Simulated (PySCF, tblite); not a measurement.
# C₂H₆N₂SSi₂: geometry, infrared bands and NMR shifts

What infrared bands and NMR shifts should C₂H₆N₂SSi₂ (`[SiH3]c1nnsc1[SiH3]`) show?

Programs: tblite 0.8.0 and PySCF 2.14.0, with density-fitted response routines of our own. Each step states its level of theory. These are calculated values for one molecule in the gas phase, unless marked as measured. Atoms count from 0, in the outputs and in this text.

## 1. The starting structure

13 atoms, charge 0, multiplicity 1; geometry from: force field or distance geometry start.

Bonds of the start (Å): Si0–C1 1.89, C1–N2 1.37, N2–N3 1.33, N3–S4 1.67, S4–C5 1.73, C5–Si6 1.85, C5–C1 1.39, Si0–H7 1.48, Si0–H8 1.48, Si0–H9 1.48, Si6–H10 1.49, Si6–H11 1.49, Si6–H12 1.47.

## 2. Optimising the geometry with GFN2-xTB

The job: settings as JSON, then the geometry in Å.

```
{"job": {"kind": "relax", "xc": "GFN2-xTB", "basis": "xTB"}, "charge": 0, "multiplicity": 1}
Si    -0.919300    -1.830200    -0.209900
C     -1.002400     0.046700     0.029500
N     -2.220900     0.660400     0.168200
N     -2.105000     1.975100     0.323200
S     -0.515500     2.475000     0.349600
C      0.107700     0.877000     0.107000
Si     1.946400     0.747600     0.023200
H     -2.272400    -2.440900    -0.238000
H     -0.222600    -2.145800    -1.481500
H     -0.147500    -2.455400     0.892300
H      2.328900    -0.677100    -0.175200
H      2.552400     1.224000     1.292700
H      2.465700     1.544100    -1.099000
```

Run with:

```bash
OMP_NUM_THREADS=1 python probes_run.py task.json out
```

The driver reads the jobs from task.json and runs them one after another.

**Question.** This job is followed by: GFN2-xTB harmonic vibrations, gas phase; GIAO PBE0/pcSseg-1 NMR shielding, non-relativistic, gas phase. Predict these results of the whole session: strongest single infrared mode (GFN2-xTB); zero-point energy (GFN2-xTB); ¹³C shifts against TMS (PBE0/pcSseg-1); ¹H shifts against TMS (PBE0/pcSseg-1, means over atoms taken as alike); ²⁹Si shifts against TMS (PBE0/pcSseg-1); ¹⁵N shifts against NH3 (PBE0/pcSseg-1); ³³S shifts against CS2 (PBE0/pcSseg-1).

As calculated:

| quantity | value |
| --- | --- |
| strongest single infrared mode (GFN2-xTB) | 798 cm⁻¹, 600 km/mol |
| zero-point energy (GFN2-xTB) | 43.8 kcal/mol |
| ¹³C shifts against TMS (PBE0/pcSseg-1) | 161.3, 157.5 ppm |
| ¹H shifts against TMS (PBE0/pcSseg-1, means over atoms taken as alike) | 4.97, 4.91 ppm |
| ²⁹Si shifts against TMS (PBE0/pcSseg-1) | -80.8, -85.0 ppm |
| ¹⁵N shifts against NH3 (PBE0/pcSseg-1) | 484.9, 478.1 ppm |
| ³³S shifts against CS2 (PBE0/pcSseg-1) | 604 ppm |

Over 33 steps the energy fell by 0.268 eV; of the close pairs, N2–N3 changed most, 1.329 to 1.253 Å. All 33 modes are real, so the xTB geometry is a minimum. The strongest single mode, at 798 cm⁻¹, is spread over many atoms; the largest shares are those of H8, H9. Unscaled tight-binding wavenumbers are off by several per cent, some by more. Its intensities can rank the bands wrongly. At PBE0/pcSseg-1: Shielding is most anisotropic at N2 (span 754 ppm, paramagnetic term -544 ppm). NICS(1)zz of -36 ppm above the planar ring from C1 marks a diatropic (aromatic) ring current.
